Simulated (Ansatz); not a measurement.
# C2H9GaSi: the cost of one run

Method: RHF/def2-SVP; program: Ansatz 0.2.0.

## (1) Where the work starts

13 atoms, charge 0, spin multiplicity 1.

Atoms are counted from 1 here; the program's logs count them from 0.

Bond lengths: C1–Si2 1.885 Å, C1–H5 1.108 Å, C1–H6 1.108 Å, C1–H7 1.109 Å, Si2–H8 1.505 Å, Si2–H9 1.505 Å, Si2–H10 1.526 Å, Ga3–C4 2.072 Å, C4–H11 1.112 Å, C4–H12 1.113 Å, C4–H13 1.114 Å. Angles: Si2–C1–H5 110.8°, Si2–C1–H6 110.7°, Si2–C1–H7 110.4°, H5–C1–H6 108.5°, H5–C1–H7 108.1°, H6–C1–H7 108.2°, C1–Si2–H8 111.8°, C1–Si2–H9 111.5°, C1–Si2–H10 111.1°, H8–Si2–H9 108.9°, H8–Si2–H10 106.8°, H9–Si2–H10 106.4°, Ga3–C4–H11 114.3°, Ga3–C4–H12 108.9°, Ga3–C4–H13 111.4°, H11–C4–H12 107.2°, H11–C4–H13 107.7°, H12–C4–H13 107.0°.

Coordinates:

```xyz
13
C2H9GaSi
C    -1.3055    0.0404    1.1990
Si    0.0967   -1.2063    1.0155
Ga    2.5540    0.5982   -0.9202
C     0.7347    1.0031   -1.8264
H    -1.1284    0.7085    2.0655
H    -1.3966    0.6631    0.2872
H    -2.2693   -0.4838    1.3588
H    -0.1103   -2.1112   -0.1686
H     0.2506   -2.0500    2.2523
H     1.4338   -0.5023    0.8044
H     0.0834    0.1117   -1.9634
H     0.9228    1.4322   -2.8361
H     0.1547    1.7615   -1.2531
```

## (2) Relaxation

The input, input.yaml:

```yaml
crystal:
  periodic: [false, false, false]
  atoms:
    - { symbol: C, position_ang: [-1.30547, 0.040432, 1.19901] }
    - { symbol: Si, position_ang: [0.096742, -1.206255, 1.015467] }
    - { symbol: Ga, position_ang: [2.55397, 0.598248, -0.920246] }
    - { symbol: C, position_ang: [0.734675, 1.003124, -1.826353] }
    - { symbol: H, position_ang: [-1.128433, 0.70848, 2.065543] }
    - { symbol: H, position_ang: [-1.396639, 0.663129, 0.287196] }
    - { symbol: H, position_ang: [-2.269303, -0.48382, 1.358756] }
    - { symbol: H, position_ang: [-0.110305, -2.111227, -0.168643] }
    - { symbol: H, position_ang: [0.250574, -2.049985, 2.252313] }
    - { symbol: H, position_ang: [1.433798, -0.502267, 0.804447] }
    - { symbol: H, position_ang: [0.083436, 0.111654, -1.963391] }
    - { symbol: H, position_ang: [0.922807, 1.432151, -2.836096] }
    - { symbol: H, position_ang: [0.15475, 1.761536, -1.253103] }
basis:
  gaussian: { orbitals: def2-SVP }
hamiltonian:
  xc: hf
output:
  forces: true
relax:
  f_tol: 0.003
  max_steps: 120
```

Started as:

```sh
> ansatz run input.yaml --threads 1 --pin off --max-ram 2560MiB --backend cpu --events-out ev --progress --plain --runs-dir out
```

**Question.** How long does this run take on 1 thread of Arm Neoverse V1, shared host, and how much memory does it need?

About 3.5 min, with a peak of 0.29 GiB.
